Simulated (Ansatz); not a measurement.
# AlBrClH₃OSi: basis-set convergence

The task here is to estimate one member of a computed series from the others.

Method: one geometry, several basis sets; program: Ansatz 0.2.0, Gaussian basis.

The runs, in order: PBE0-D4/def2-SVP; ωB97M-V/def2-SVP; PBE0-D4/def2-QZVPP; ωB97M-V/def2-QZVPP; the functionals' def2-TZVPP values are taken from earlier runs.

## The relaxed structure

An earlier PBE0-D4 in a triple-zeta def2 set relaxation fixed the geometry.

SMILES `[SiH3][O][Al]([Cl])[Br]`, 8 atoms, charge 0, spin multiplicity 1.

Atoms are counted from 1 here; the program's logs count them from 0.

Bond lengths: Si1–O2 1.630 Å, Si1–H6 1.485 Å, Si1–H7 1.486 Å, Si1–H8 1.485 Å, O2–Al3 1.659 Å, Al3–Cl4 2.073 Å, Al3–Br5 2.230 Å. Angles: O2–Si1–H6 109.5°, O2–Si1–H7 110.0°, O2–Si1–H8 109.4°, H6–Si1–H7 109.2°, H6–Si1–H8 109.4°, H7–Si1–H8 109.3°, Si1–O2–Al3 174.3°, O2–Al3–Cl4 120.1°, O2–Al3–Br5 120.3°, Cl4–Al3–Br5 119.6°.

Set-up of the first run:

Input file in.yaml:

```yaml
crystal:
  periodic: [false, false, false]
  atoms:
    - {symbol: Si, position_ang: [-1.239229, -0.098543, 0.848945]}
    - {symbol: O, position_ang: [0.138424, -0.095446, -0.022587]}
    - {symbol: Al, position_ang: [1.486511, 0.046469, -0.979767]}
    - {symbol: Cl, position_ang: [2.948002, -1.423790, -0.940077]}
    - {symbol: Br, position_ang: [1.738510, 1.815236, -2.314172]}
    - {symbol: H, position_ang: [-1.746326, -1.488939, 0.971845]}
    - {symbol: H, position_ang: [-2.266072, 0.739003, 0.177360]}
    - {symbol: H, position_ang: [-0.967620, 0.448910, 2.202653]}
basis:
  gaussian: {orbitals: def2-SVP}
hamiltonian: {xc: pbe0, dispersion: d4}
output: {orbitals: {seedname: orbitals}}
```

Steps of the session up to this table: PBE0-D4 in def2-SVP; ωB97M-V in def2-SVP; PBE0-D4 in def2-QZVPP; ωB97M-V in def2-QZVPP.

One of the session's tables, all rows but one given; the rest of the session is left out.

It belongs to the step «Density functionals: the series». 

```
functional       basis  HOMO (eV)
   PBE0-D4    def2-SVP      -8.64
   PBE0-D4  def2-TZVPP      -8.76
   PBE0-D4  def2-QZVPP      -8.78
   ωB97M-V    def2-SVP     -10.83
   ωB97M-V  def2-TZVPP     -10.99
   ωB97M-V  def2-QZVPP          ?
```

Q: Estimate the row for ωB97M-V, def2-QZVPP from the others.

**Answer.** HOMO (eV): -11.01. In the column «HOMO (eV)» it is the lowest.
